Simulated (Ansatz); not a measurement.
# TaAl3: the cost of one run

Computed with Ansatz 0.2.0 (DFT r2SCAN, scalar-relativistic, plane waves, PAW, unless a step's input says otherwise).

1 further run of the same task is left out (set aside as unsound or not needed).

## Step 1: The system as given

Symmetry: I4/mmm, No. 139, tetragonal system. The conventional cell has a = 3.836 Å, b = 3.836 Å, c = 8.504 Å, α = 90.00°, β = 90.00°, γ = 90.00°. Ta (site symmetry 4/mmm) is surrounded by 12 Al at 2.71 to 2.86 Å. Al (site symmetry 4/mmm) is surrounded by 4 Ta at 2.71 Å and 8 Al at 2.86 Å. Al (site symmetry -4m2) has 8 Al at 2.71 to 2.86 Å and 4 Ta at 2.86 Å in its first shell of neighbours.

Coordinates:

```cif
data_structure
_symmetry_space_group_name_H-M 'P 1'
_symmetry_Int_Tables_number 1
_cell_length_a 5.0436
_cell_length_b 5.0436
_cell_length_c 5.0436
_cell_angle_alpha 135.297
_cell_angle_beta 135.297
_cell_angle_gamma 65.069
_cell_volume 62.57
loop_
_atom_site_label
_atom_site_type_symbol
_atom_site_fract_x
_atom_site_fract_y
_atom_site_fract_z
_atom_site_occupancy
Ta1 Ta 0.50000 0.50000 0.00000 1
Al1 Al 0.00000 0.00000 0.00000 1
Al2 Al 0.75000 0.25000 0.50000 1
Al3 Al 0.25000 0.75000 0.50000 1
```

This cell was relaxed beforehand with the same method: volume 15.64 Å³/atom, gap on the mesh none (metal).

## Step 2: Static run: bands, density of states and charges

input.yaml reads:

```yaml
crystal:
  lattice:
    - [-1.9180189503, 1.9180189503, 4.2520887855]
    - [1.9180189503, -1.9180189503, 4.2520887855]
    - [1.9180189503, 1.9180189503, -4.2520887855]
  atoms:
    - { symbol: Ta, position: [0.5, 0.5, 0.0] }
    - { symbol: Al, position: [0.0, 0.0, 0.0] }
    - { symbol: Al, position: [0.75, 0.25, 0.5] }
    - { symbol: Al, position: [0.25, 0.75, 0.5] }
basis:
  ecutwfc: 500
kpoints:
  mp_grid: { grid: [16, 16, 16] }
  band_path:
    path:
      - [[0.0, 0.0, 0.0], [0.0, 0.0, 0.5], [0.25, 0.25, 0.25], [0.0, 0.5, 0.0], [0.0, 0.0, 0.0], [0.5, 0.5, -0.5], [0.30086759, 0.69913241, -0.30086759]]
      - [[-0.30086759, 0.30086759, 0.30086759], [0.0, 0.0, 0.0]]
      - [[0.0, 0.0, 0.5], [-0.10173518, 0.10173518, 0.5]]
      - [[0.5, 0.5, -0.10173518], [0.5, 0.5, -0.5]]
    npoints: 14
hamiltonian:
  xc: r2scan
scf:
  occupations: { method: gaussian, width: 0.1 }
  n_extra_bands: 10
output:
  forces: true
  stress: true
  eigenvalues: true
  populations: true
  dos: { projected: true, de: 0.02, nscf_kmesh: { grid: [24, 24, 24] } }
  bader: true
```

On the command line:

```sh
$ ansatz run input.yaml --threads 1 --pin off --max-ram 2560MiB --backend cpu --events-out ev --progress --plain --runs-dir out
```

What time and memory should one allow on 1 thread of Arm Neoverse V1, shared host?

About 4.2 min, with a peak of 1.4 GiB.
